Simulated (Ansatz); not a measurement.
# EuMnBi2: the cost of one run

Computed with Ansatz 0.2.0 (DFT PBE+U (U_eff = 6 eV on Eu 4f), scalar-relativistic, plane waves, PAW, unless a step's input says otherwise).

These runs use a low cutoff (300 eV) and a coarse mesh on purpose, to show what cheap settings give: their numbers aren't properties of the material.

## 1. Starting point

It takes space group I4/mmm (No. 139, tetragonal). The conventional cell has a = 4.512 Å, b = 4.512 Å, c = 22.230 Å, α = 90.00°, β = 90.00°, γ = 90.00°. Eu (site symmetry 4mm) is surrounded by 8 Bi at 3.41 to 3.43 Å and 4 Mn at 3.76 Å. Around Mn (site symmetry -4m2) lie 4 Bi at 2.86 Å and 4 Mn at 3.19 Å. Around Bi (site symmetry mmm) lie 4 Bi at 3.19 Å and 4 Eu at 3.41 Å. Bi (site symmetry 4mm) has 4 Mn at 2.86 Å as nearest neighbours.

As a file:

```
CELL_PARAMETERS angstrom
-2.25600 2.25600 11.11500
2.25600 -2.25600 11.11500
2.25600 2.25600 -11.11500
ATOMIC_POSITIONS crystal
Eu 0.11490 0.11490 0.00000
Eu 0.88510 0.88510 0.00000
Mn 0.75000 0.25000 0.50000
Mn 0.25000 0.75000 0.50000
Bi 0.50000 0.00000 0.50000
Bi 0.00000 0.50000 0.50000
Bi 0.32890 0.32890 0.00000
Bi 0.67110 0.67110 0.00000
```

The moments start at Eu 7.00; Mn 3.50 μB.

## 2. First run, at the start cell

input.yaml

```yaml
crystal:
  lattice:
    - [-2.256, 2.256, 11.115]
    - [2.256, -2.256, 11.115]
    - [2.256, 2.256, -11.115]
  atoms:
    - { symbol: Eu, position: [0.1149, 0.1149, 0.0], spin: 7.0 }
    - { symbol: Eu, position: [0.8851, 0.8851, 0.0], spin: 7.0 }
    - { symbol: Mn, position: [0.75, 0.25, 0.5], spin: 3.5 }
    - { symbol: Mn, position: [0.25, 0.75, 0.5], spin: 3.5 }
    - { symbol: Bi, position: [0.5, 0.0, 0.5] }
    - { symbol: Bi, position: [0.0, 0.5, 0.5] }
    - { symbol: Bi, position: [0.3289, 0.3289, 0.0] }
    - { symbol: Bi, position: [0.6711, 0.6711, 0.0] }
basis:
  ecutwfc: 300
  ecutrho_ratio: 4
kpoints:
  mp_grid: { grid: [4, 4, 4] }
hamiltonian:
  xc: pbe
  hubbard: { sites: [{ species: Eu, l: f, u_eff: 6.0 }] }
scf:
  occupations: { method: gaussian, width: 0.05 }
output:
  forces: true
  stress: true
  eigenvalues: true
  populations: true
  hubbard: { sites: [{ species: Eu, l: f }] }
magnetization:
  spin_polarized: true
```

On the command line:

```sh
$ ansatz run input.yaml --threads 4 --pin off --max-ram 10240MiB --backend cpu --events-out ev --progress --plain --runs-dir out
```

Q: Estimate wall time and peak memory on 4 threads of Arm Neoverse V1, shared host.

About 34 s, with a peak of 0.89 GiB.
